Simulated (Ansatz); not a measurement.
# C₃H₈AlN: a ladder of functionals and wavefunction methods

How much do the methods differ for C₃H₈AlN? The plan is to run it at one geometry with functionals of several rungs and with coupled cluster. The yardstick is the atomisation energy at the CCSD(T) limit.

The runs use Ansatz 0.2.0, Gaussian basis; functionals in def2-TZVPP, the program's frozen cores in correlated methods.

The runs, in order: LDA (SPW92), PBE-D4, revPBE-D4, BLYP-D4, r2SCAN-D4, B97M-V, PBE0-D4, B3LYP-D4, r2SCANh-D4, r2SCAN0-D4, HSE06-D4, BHLYP-D4, CAM-B3LYP-D4, LC-ωPBE, ωB97X-V, ωB97M-V, B2PLYP, PBE-QIDH; CCSD(T)/def2-SVP; CCSD(T)/def2-TZVPP; MP2/def2-QZVPP; extrapolation to the limit; RPA on PBE.

## 1. The geometry

An earlier PBE0-D4 in a triple-zeta def2 set relaxation fixed the geometry.

SMILES `C/C=[C](\N)[AlH2]`, 13 atoms, charge 0, spin multiplicity 1.

Atoms are counted from 1 here; the program's logs count them from 0.

Bond lengths: C1–C2 1.495 Å, C1–H6 1.098 Å, C1–H7 1.097 Å, C1–H8 1.090 Å, C2–C3 1.352 Å, C2–H9 1.085 Å, C3–N4 1.385 Å, C3–Al5 1.937 Å, N4–H10 1.005 Å, N4–H11 1.009 Å, Al5–H12 1.593 Å, Al5–H13 1.585 Å. Angles: C2–C1–H6 111.7°, C2–C1–H7 111.4°, C2–C1–H8 111.9°, H6–C1–H7 106.6°, H6–C1–H8 107.3°, H7–C1–H8 107.6°, C1–C2–C3 124.0°, C1–C2–H9 117.8°, C3–C2–H9 118.1°, C2–C3–N4 121.7°, C2–C3–Al5 113.8°, N4–C3–Al5 124.5°, C3–N4–H10 117.2°, C3–N4–H11 117.7°, H10–N4–H11 113.1°, C3–Al5–H12 120.6°, C3–Al5–H13 117.7°, H12–Al5–H13 121.7°.

## 2. LDA

This LDA is Slater exchange with PW92 correlation.

in.yaml reads:

```yaml
crystal:
  periodic: [false, false, false]
  atoms:
    - {symbol: C, position_ang: [-1.659255, -0.903639, 0.478765]}
    - {symbol: C, position_ang: [-0.503093, 0.024495, 0.669499]}
    - {symbol: C, position_ang: [0.510288, 0.163381, -0.215261]}
    - {symbol: N, position_ang: [0.576457, -0.597983, -1.370183]}
    - {symbol: Al, position_ang: [1.849268, 1.454358, 0.324693]}
    - {symbol: H, position_ang: [-2.195663, -0.697669, -0.456962]}
    - {symbol: H, position_ang: [-1.330247, -1.948938, 0.428445]}
    - {symbol: H, position_ang: [-2.382334, -0.823489, 1.290480]}
    - {symbol: H, position_ang: [-0.469553, 0.611740, 1.581319]}
    - {symbol: H, position_ang: [1.162210, -0.257525, -2.112081]}
    - {symbol: H, position_ang: [-0.276060, -1.023407, -1.701724]}
    - {symbol: H, position_ang: [3.058502, 1.821865, -0.644387]}
    - {symbol: H, position_ang: [1.680080, 2.142110, 1.742297]}
basis:
  gaussian: {orbitals: def2-TZVPP}
hamiltonian: {xc: lda}
output: {orbitals: {seedname: orbitals}}
```

Further steps of the session: PBE-D4 (GGA); revPBE-D4 (GGA); BLYP-D4 (GGA); r2SCAN-D4 (meta-GGA); B97M-V (meta-GGA); PBE0-D4 (hybrid); B3LYP-D4 (hybrid); r2SCANh-D4 (hybrid); r2SCAN0-D4 (hybrid); HSE06-D4 (hybrid); BHLYP-D4 (hybrid); CAM-B3LYP-D4 (range-separated); LC-ωPBE (range-separated); ωB97X-V (range-separated); ωB97M-V (range-separated); B2PLYP (double hybrid); PBE-QIDH (double hybrid); CCSD(T) in def2-SVP; CCSD(T) in def2-TZVPP; MP2 in def2-QZVPP; RPA on PBE orbitals.

Q: Predict the results of all the runs planned. Wanted: atomisation energy, CCSD(T)/CBS; farthest beyond LDA; mean size of error, GGA; mean size of error, meta-GGA; mean size of error, hybrid; mean size of error, range-separated; mean size of error, double hybrid; gap, smallest and largest; T1 diagnostic.

The runs gave:

| quantity | value |
| --- | --- |
| atomisation energy, CCSD(T)/CBS | 49.213 eV |
| functionals within 0.246 eV (0.5 %) | revPBE-D4, BLYP-D4, r2SCAN-D4, B3LYP-D4, r2SCANh-D4, LC-ωPBE, ωB97X-V, ωB97M-V |
| farthest beyond LDA | BHLYP-D4 (-1.141 eV) |
| mean size of error, GGA | 0.411 eV |
| mean size of error, meta-GGA | 0.265 eV |
| mean size of error, hybrid | 0.430 eV |
| mean size of error, range-separated | 0.206 eV |
| mean size of error, double hybrid | 0.331 eV |
| gap, smallest and largest | 2.70 eV (LDA (SPW92)), 9.08 eV (LC-ωPBE) |
| T1 diagnostic | 0.0115 |
| triples share of the correlation energy | 4.1 % |

What this shows: The LDA atomisation energy is off by 6.969 eV (14 %): it overbinds. PBE-D4 misses by +1.080 eV. Double hybrids carry the basis error of their MP2 part in triple zeta, and no dispersion term here, so their miss is partly the set-up's. By mean error the best rung here is range-separated (0.206 eV) and the worst beyond LDA is hybrid (0.430 eV). The gap between the best rungs is small, so their order is not settled. The mean of the hybrids holds BHLYP, with half exact exchange. Misses under about 0.246 eV are within the doubt on the reference itself, which lacks core-valence correlation, relativity and higher excitations. Hartree-Fock recovers 73 % of the binding; the rest is correlation. CCSD(T) in def2-SVP is off by -2.407 eV, which most functionals beat. The gap grows from 2.7 to 9.1 eV across the functionals, mostly with the share of exact exchange.
